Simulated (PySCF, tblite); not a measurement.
# C₅H₄FN₂−: geometry, infrared bands and NMR shifts

What infrared bands and NMR shifts should C₅H₄FN₂− (`F/C=C/c1cnc[n-]1`) show?

The runs use tblite 0.8.0 and PySCF 2.14.0, with density-fitted response routines of our own; the level of theory stands in each step. All values are computed, except where a source is named. Atoms count from 0, in the outputs and in this text.

### 1 The starting structure

12 atoms, charge -1, multiplicity 1; geometry from: force field or distance geometry start.

Bonds of the start (Å): F0–C1 1.36, C1–C2 1.36, C2–C3 1.47, C3–C4 1.41, C4–N5 1.35, N5–C6 1.36, C6–N7 1.32, N7–C3 1.33, C1–H8 1.09, C2–H9 1.09, C4–H10 1.08, C6–H11 1.09.

### 2 Relaxing the molecule with GFN2-xTB

Job settings and geometry (Å):

```
{"job": {"kind": "relax", "xc": "GFN2-xTB", "basis": "xTB"}, "charge": -1, "multiplicity": 1}
F     -3.440100     0.712100    -0.073400
C     -2.093800     0.750600    -0.257200
C     -1.317600    -0.223100     0.294700
C      0.138800    -0.173300     0.090700
C      1.055200    -1.112100     0.604600
N      2.266300    -0.693400     0.185600
C      2.164400     0.451800    -0.542700
N      0.868600     0.724800    -0.562400
H     -1.621400     1.554800    -0.825100
H     -1.782100    -1.024500     0.868000
H      0.783500    -1.976700     1.186300
H      2.979300     1.008400    -0.995200
```

Launch:

```bash
$ OMP_NUM_THREADS=1 python probes_run.py task.json out
```

This one command runs all jobs of the session in turn.

The log of the run:

```text
step      E/eV     max force
  0    -639.13413    5.009
  1    -639.64858    1.763
  2    -639.76080    1.465
  3    -639.84089    0.839
  4    -639.87341    0.366
  5    -639.88163    0.260
  6    -639.89028    0.240
  7    -639.89836    0.226
  8    -639.90225    0.133
  9    -639.90367    0.080
 10    -639.90446    0.089
 11    -639.90521    0.082
 12    -639.90600    0.084
 13    -639.90671    0.067
 14    -639.90718    0.070
 15    -639.90747    0.060
 16    -639.90774    0.049
 17    -639.90804    0.050
 18    -639.90830    0.040
 19    -639.90846    0.036
 20    -639.90856    0.043
 21    -639.90868    0.043
 22    -639.90884    0.043
 23    -639.90902    0.043
 24    -639.90920    0.036
 25    -639.90941    0.052
 26    -639.90968    0.059
 27    -639.90994    0.043
 28    -639.91008    0.032
 29    -639.91015    0.029
 30    -639.91019    0.026
 31    -639.91023    0.019
 32    -639.91025    0.008
```

Run time: 0.12 s. Hardware: 1 thread of Arm Neoverse V2, shared host.

Relaxation path:

| step | energy from step 0 (eV) | largest force (eV/Å) |
| --- | --- | --- |
| 0 | 0.0000 | 5.0089 |
| 1 | -0.5145 | 1.7634 |
| 2 | -0.6267 | 1.4645 |
| 3 | -0.7068 | 0.8385 |
| 4 | -0.7393 | 0.3656 |
| 5 | -0.7475 | 0.2604 |
| 6 | -0.7561 | 0.2399 |
| 7 | -0.7642 | 0.2260 |
| 8 | -0.7681 | 0.1329 |
| 9 | -0.7695 | 0.0804 |
| 10 | -0.7703 | 0.0889 |
| 11 | -0.7711 | 0.0823 |
| 12 | -0.7719 | 0.0842 |
| 13 | -0.7726 | 0.0669 |
| 14 | -0.7731 | 0.0696 |
| 15 | -0.7733 | 0.0598 |
| 16 | -0.7736 | 0.0495 |
| 17 | -0.7739 | 0.0502 |
| 18 | -0.7742 | 0.0402 |
| 19 | -0.7743 | 0.0363 |
| 20 | -0.7744 | 0.0434 |
| 21 | -0.7745 | 0.0434 |
| 22 | -0.7747 | 0.0434 |
| 23 | -0.7749 | 0.0425 |
| 24 | -0.7751 | 0.0364 |
| 25 | -0.7753 | 0.0521 |
| 26 | -0.7755 | 0.0594 |
| 27 | -0.7758 | 0.0431 |
| 28 | -0.7759 | 0.0320 |
| 29 | -0.7760 | 0.0289 |
| 30 | -0.7761 | 0.0260 |
| 31 | -0.7761 | 0.0191 |
| 32 | -0.7761 | 0.0082 |

Close pairs (by a distance rule), those that changed most:

| bond | before (Å) | after (Å) | change (Å) |
| --- | --- | --- | --- |
| C3–N7 | 1.329 | 1.374 | +0.045 |
| C2–C3 | 1.471 | 1.427 | -0.045 |
| C1–C2 | 1.362 | 1.331 | -0.031 |
| F0–C1 | 1.359 | 1.382 | +0.022 |
| C1–H8 | 1.092 | 1.075 | -0.017 |
| N5–C6 | 1.361 | 1.344 | -0.017 |
| C3–C4 | 1.409 | 1.396 | -0.013 |
| C6–H11 | 1.086 | 1.081 | -0.004 |

The end geometry stands in the next job.

### 3 Vibrational analysis with GFN2-xTB

Job settings and geometry (Å):

```
{"job": {"kind": "ir", "xc": "GFN2-xTB", "basis": "xTB"}, "charge": -1, "multiplicity": 1}
F     -3.450759     0.697040    -0.061005
C     -2.083881     0.755112    -0.254996
C     -1.267939    -0.166698     0.250162
C      0.149644    -0.167109     0.089142
C      1.063587    -1.096962     0.587231
N      2.309182    -0.748732     0.220362
C      2.107636     0.377415    -0.485824
N      0.855978     0.783549    -0.606999
H     -1.795605     1.608656    -0.842132
H     -1.688626    -0.983103     0.827994
H      0.870902    -1.979263     1.180309
H      2.931080     0.919408    -0.930273
```

The log of the run:

```text
mode    cm-1     km/mol
  1     106.3      0.68
  2     123.4      0.85
  3     171.5      4.23
  4     361.2      1.87
  5     365.2      4.71
  6     409.4      1.89
  7     623.6      0.03
  8     655.8     18.93
  9     672.8      2.45
 10     780.2      2.38
 11     780.4     59.80
 12     825.2      0.96
 13     934.5      8.40
 14     957.3     15.26
 15     996.2    241.53
 16    1029.9     45.72
 17    1109.5     16.67
 18    1167.8      0.97
 19    1189.7     40.69
 20    1249.5      2.53
 21    1280.9     35.41
 22    1320.7     27.08
 23    1368.9     32.03
 24    1450.6     39.78
 25    1509.1    250.52
 26    1654.0     25.33
 27    3024.0     43.53
 28    3036.2    359.94
 29    3045.0     89.21
 30    3126.0     52.50
```

It took 0.22 s on 1 thread of Arm Neoverse V2, shared host.

Which atoms move in the most intense modes:

| cm⁻¹ | km/mol | atoms |
| --- | --- | --- |
| 780 | 59.8 | C2 41 %, C4 11 %, C3 10 % |
| 996 | 241.5 | C1 42 %, F0 28 % |
| 1030 | 45.7 | N7 36 %, C4 16 %, H11 12 % |
| 1509 | 250.5 | C3 26 %, C6 26 %, C4 18 % |
| 3024 | 43.5 | H9 89 % |
| 3036 | 359.9 | H11 62 %, H10 29 % |
| 3045 | 89.2 | H10 59 %, H11 30 % |
| 3126 | 52.5 | H8 92 % |

### 4 Shielding tensors: PBE0/pcSseg-1

Settings changed since step 3:

```diff
@@ -1,2 +1,2 @@
-{"job": {"kind": "ir", "xc": "GFN2-xTB", "basis": "xTB"}, "charge": -1, "multiplicity": 1}
+{"job": {"kind": "nmr", "xc": "PBE0", "basis": "pcSseg-1"}, "charge": -1, "multiplicity": 1}
 F     -3.450759     0.697040    -0.061005
```

Level: GIAO PBE0/pcSseg-1 NMR shielding, non-relativistic, gas phase.

The log of the run:

```text
coarse grid: 11120 points
cycle   1  E = -401.6665222334  dE =  1.417e+00  |g| = 6.114e-01  |ddm| = 3.424e+00
cycle   2  E = -401.5993638227  dE =  6.716e-02  |g| = 8.530e-01  |ddm| = 1.846e+00
cycle   3  E = -401.7561152965  dE = -1.568e-01  |g| = 1.114e-01  |ddm| = 1.034e+00
cycle   4  E = -401.7587937138  dE = -2.678e-03  |g| = 4.696e-02  |ddm| = 1.416e-01
cycle   5  E = -401.7592644311  dE = -4.707e-04  |g| = 2.225e-02  |ddm| = 6.177e-02
cycle   6  E = -401.7593709265  dE = -1.065e-04  |g| = 5.749e-03  |ddm| = 2.485e-02
cycle   7  E = -401.7593771299  dE = -6.203e-06  |g| = 2.128e-03  |ddm| = 6.838e-03
final grid: 111120 points
cycle   8  E = -401.8115061082  dE = -3.516e-05  |g| = 7.262e-03  |ddm| = 3.507e-02
cycle   9  E = -401.8114982397  dE =  7.869e-06  |g| = 9.833e-03  |ddm| = 1.654e-02
cycle  10  E = -401.8115179852  dE = -1.975e-05  |g| = 1.554e-03  |ddm| = 8.767e-03
cycle  11  E = -401.8115184834  dE = -4.982e-07  |g| = 4.681e-04  |ddm| = 1.841e-03
cycle  12  E = -401.8115185274  dE = -4.397e-08  |g| = 1.841e-04  |ddm| = 5.938e-04
cycle  13  E = -401.8115185339  dE = -6.530e-09  |g| = 2.616e-05  |ddm| = 1.577e-04
cycle  14  E = -401.8115185340  dE = -1.040e-10  |g| = 1.516e-05  |ddm| = 3.658e-05
converged SCF energy = -401.8115185340

GIAO shielding tensors (ppm)
atom      isotropic    diamagn.    paramagn.     s11        s22        s33       span
  0 F      348.617     471.603    -122.986    303.128    354.669    388.053     84.925
  1 C       35.558     254.123    -218.565    -34.084     67.848     72.910    106.994
  2 C       69.685     251.225    -181.540    -24.306     86.721    146.640    170.946
  3 C       54.513     252.608    -198.095    -14.073     48.382    129.229    143.302
  4 C       51.266     253.666    -202.401    -35.679     69.141    120.334    156.013
  5 N      -29.395     338.729    -368.125   -211.764   -103.211    226.790    438.554
  6 C       37.957     253.729    -215.772    -39.736     59.553     94.055    133.792
  7 N      -13.406     331.240    -344.647   -190.176    -86.032    235.989    426.165
  8 H       23.864      31.642      -7.777     19.974     22.717     28.902      8.928
  9 H       25.433      31.406      -5.973     23.605     23.728     28.967      5.361
 10 H       24.939      33.510      -8.571     23.573     24.053     27.191      3.619
 11 H       24.659      31.534      -6.875     21.196     25.892     26.889      5.693
```

Wall time 18 s (1 thread of Arm Neoverse V2, shared host); peak memory 0.72 GiB.

The references, computed at this level on geometries of the same kind, shield at (ppm): 1H TMS 31.72, 13C TMS 186.9, 19F CFCl3 170.9, 15N NH3 267.7. Their shielding less the atom's gives the shift. The references are single molecules in the gas phase, so shifts against H2O, NH3, PH3, H3PO4 or CFCl3 are not on the usual liquid scales and can be off by tens of ppm.

| atoms | environment | σ (ppm) | δ (ppm) |
| --- | --- | --- | --- |
| C1 | alkene CH | 35.6 | 151.4 |
| C6 | aromatic CH between two ring heteroatoms | 38.0 | 149.0 |
| C4 | aromatic CH next to a ring nitrogen | 51.3 | 135.7 |
| C3 | substituted aromatic carbon next to a ring nitrogen | 54.5 | 132.4 |
| C2 | alkene CH | 69.7 | 117.2 |
| H8 | hydrogen on an alkene CH | 23.86 | 7.85 |
| H11 | hydrogen on an aromatic CH between two ring heteroatoms | 24.66 | 7.06 |
| H10 | hydrogen on an aromatic CH next to a ring nitrogen | 24.94 | 6.78 |
| H9 | hydrogen on an alkene CH | 25.43 | 6.28 |
| F0 | vinylic fluorine | 348.6 | -177.7 |
| N5 | pyridine-type nitrogen of an azole | -29.4 | 297.1 |
| N7 | pyridine-type nitrogen of an azole | -13.4 | 281.1 |

The run also stored atomic charges by several schemes (e):

| atoms | Mulliken | IAO | Hirshfeld | ESP fit |
| --- | --- | --- | --- | --- |
| F0 | -0.35 | -0.33 | -0.16 | -0.27 |
| C1 | 0.22 | 0.05 | -0.03 | 0.21 |
| C2 | -0.20 | -0.19 | -0.10 | -0.62 |
| C3 | -0.01 | -0.02 | -0.05 | 0.38 |
| C4 | 0.00 | -0.15 | -0.10 | -0.02 |
| N5 | -0.47 | -0.43 | -0.30 | -0.72 |
| C6 | 0.15 | 0.00 | -0.05 | 0.43 |
| N7 | -0.50 | -0.44 | -0.28 | -0.73 |

Mayer bond orders: F0–C1 0.84, C1–C2 1.80, C2–C3 1.08, C3–C4 1.36, C4–N5 1.46, N5–C6 1.45, C6–N7 1.53, N7–C3 1.38.

Ring of atoms C3, C4, N5, C6, N7: NICS(0) -10.9, NICS(1) -11.4, NICS(1)zz -30.6 ppm (means of both faces).

The fields below are evaluated on a grid from the run's orbitals.

Frontier orbitals at PBE0/pcSseg-1, with the share of their density that lies nearest to each atom:

| orbital | energy (eV) | lies on |
| --- | --- | --- |
| HOMO | -0.78 | C3 24 %; C1, C4, C6 about 17 % each; N5 9 % |
| LUMO | 4.41 | C1, C2 about 25 % each; C4 10 %; H8 8 % |

ELF in a plane through or near 12 of the atoms.

Values, 10 rows by 14 columns:
```
0.00 0.00 0.00 0.00 0.00 0.00 0.00 0.00 0.00 0.00 0.00 0.00 0.00 0.00
0.00 0.00 0.00 0.00 0.00 0.04 0.04 0.00 0.00 0.00 0.00 0.00 0.00 0.00
0.00 0.00 0.00 0.00 0.03 0.99 0.99 0.01 0.31 0.37 0.00 0.00 0.00 0.00
0.00 0.00 0.01 0.56 0.15 0.80 0.82 0.02 0.99 0.99 0.02 0.00 0.00 0.00
0.00 0.00 0.21 0.94 0.46 0.63 0.84 0.60 0.34 0.50 0.17 0.62 0.03 0.00
0.00 0.00 0.01 0.30 0.83 0.36 0.68 0.56 0.57 0.41 0.82 0.49 0.18 0.00
0.00 0.00 0.02 0.89 0.94 0.68 0.44 0.54 0.26 0.99 0.26 0.48 0.05 0.00
0.00 0.00 0.01 0.99 0.96 0.05 0.83 0.61 0.10 0.99 0.51 0.00 0.00 0.00
0.00 0.00 0.00 0.01 0.02 0.00 0.01 0.00 0.00 0.00 0.00 0.00 0.00 0.00
0.00 0.00 0.00 0.00 0.00 0.00 0.00 0.00 0.00 0.00 0.00 0.00 0.00 0.00
```
The map spans 12.2 Å across and 9.5 Å up, centred on the molecule. Atoms in the plane (x, y in Å): F0 (3.5, -0.2), C1 (2.2, -0.5), C2 (1.2, 0.4), C3 (-0.2, 0.2), C4 (-1.2, 1.1), N5 (-2.4, 0.4), C6 (-2.0, -0.8), N7 (-0.7, -1.1), H8 (2.0, -1.6), H9 (1.5, 1.5), H10 (-1.2, 2.2), H11 (-2.8, -1.6).

On the surface of density 0.002 e/bohr³ the electrostatic potential runs, from the 1st to the 99th percentile, from -5.82 V near N5 to -2.72 V near H9.

### 5 Summary of results

```
                                 quantity                                  value
strongest single infrared mode (GFN2-xTB)                  3036 cm⁻¹, 360 km/mol
             zero-point energy (GFN2-xTB)                          50.5 kcal/mol
   13C shifts against TMS (PBE0/pcSseg-1)  151.4, 149.0, 135.7, 132.4, 117.2 ppm
    1H shifts against TMS (PBE0/pcSseg-1)             7.85, 7.06, 6.78, 6.28 ppm
 19F shifts against CFCl3 (PBE0/pcSseg-1)                             -177.7 ppm
   15N shifts against NH3 (PBE0/pcSseg-1)                       297.1, 281.1 ppm
```

What this shows: Over 32 steps the energy fell by 0.776 eV; of the close pairs, C3–N7 changed most, 1.329 to 1.374 Å. No mode is imaginary among the 30: a minimum at this level. The strongest single mode, at 3036 cm⁻¹, moves mainly H11. Unscaled tight-binding wavenumbers are off by several per cent, some by more. Its intensities can rank the bands wrongly. NICS(1)zz of -31 ppm above the planar ring from C3 marks a diatropic (aromatic) ring current.
